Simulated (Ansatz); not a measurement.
This script makes an equation of state with a fit of Ti3Zn, space group Pm-3m with the Python package of Ansatz (0.2.0).

`eos_ti3zn.py`
```python
"""Bulk modulus of Ti3Zn from an E(V) curve."""

import ansatz as az
import numpy as np

vectors0 = np.array([
    [4.00375191, 0.0, 0.0],
    [0.0, 4.00375191, 0.0],
    [0.0, 0.0, 4.00375191],
])
sites = [
    ("Ti", (0.0, 0.5, 0.5)),
    ("Ti", (0.5, 0.0, 0.5)),
    ("Ti", (0.5, 0.5, 0.0)),
    ("Zn", (0.0, 0.0, 0.0)),
]


def crystal_on(cell):
    crystal = az.Crystal(lattice=az.Lattice.of(cell))
    for symbol, position in sites:
        crystal = crystal.atom(symbol, position)
    return crystal

# scale the volume, keep shape and fractions
volumes, energies = [], []
for scale in np.linspace(0.95, 1.07, 5):
    cell = vectors0 * scale ** (1 / 3)
    calc = (
        crystal_on(cell).calculation()
        .occupations(az.OccupationsMethod.FERMI_DIRAC, width=0.1)
        .basis(16 * az.Ha)
        .functional(az.Functional.PBESOL)
        .kpoints(6, 6, 6)
    )
    summary = calc.run(threads=1, backend="cpu").report
    volumes.append(abs(np.linalg.det(cell)) / len(sites))
    energies.append(summary["free_energy_ev"] / len(sites))
    print(f"V = {volumes[-1]:8.4f} A^3/atom  F = {energies[-1]:.5f} eV/atom")

# third-order Birch-Murnaghan: a cubic in V^(-2/3)
x = np.array(volumes) ** (-2 / 3)
poly = np.polynomial.Polynomial.fit(x, energies, 3).convert()
roots = poly.deriv().roots()
x0 = min((r.real for r in roots if abs(r.imag) < 1e-9 and poly.deriv(2)(r.real) > 0), key=lambda r: abs(r - x.mean()))
v0 = x0 ** -1.5
b0 = 4 / 9 * poly.deriv(2)(x0) * v0 ** (-7 / 3) * 160.21766
b1 = 4 + 2 / 3 * x0 * poly.deriv(3)(x0) / poly.deriv(2)(x0)
print(f"V0 = {v0:.4f} A^3/atom, B0 = {b0:.1f} GPa, dB/dP = {b1:.2f}")
```

Estimate the equilibrium volume and the bulk modulus.

A third-order Birch-Murnaghan fit through the 5 points has its minimum at 15.55 Å³ an atom, 3.1 % below the typed cell, with a bulk modulus of 119 GPa and dB/dP = 3.9. From that minimum the energy rises by 2.4 meV an atom on the compressed side and 53.1 meV on the expanded side. The window is off centre, so dB/dP is rough.

The output:

```console
$ python eos_ti3zn.py
V =  15.2428 A^3/atom  F = -2675.79698 eV/atom
V =  15.7242 A^3/atom  F = -2675.79865 eV/atom
V =  16.2055 A^3/atom  F = -2675.78979 eV/atom
V =  16.6869 A^3/atom  F = -2675.77189 eV/atom
V =  17.1682 A^3/atom  F = -2675.74623 eV/atom
V0 = 15.5519 A^3/atom, B0 = 119.3 GPa, dB/dP = 3.94
```

Absolute energies stand on the zero of these potentials, so only differences at equal settings mean something. The run is spin-unpolarised. For a metal this k-point mesh is coarse: on a finer one energies can move by several to tens of meV an atom and pressures by half a GPa or more, differences at one mesh by less. This cell is a computed structure, which may not be the phase found in nature. Timing: 9.4 s on 1 thread of Arm Neoverse V2, on a shared host, peak memory 0.41 GiB.

(Lines on the test bed's own set-up are left out of the output.)
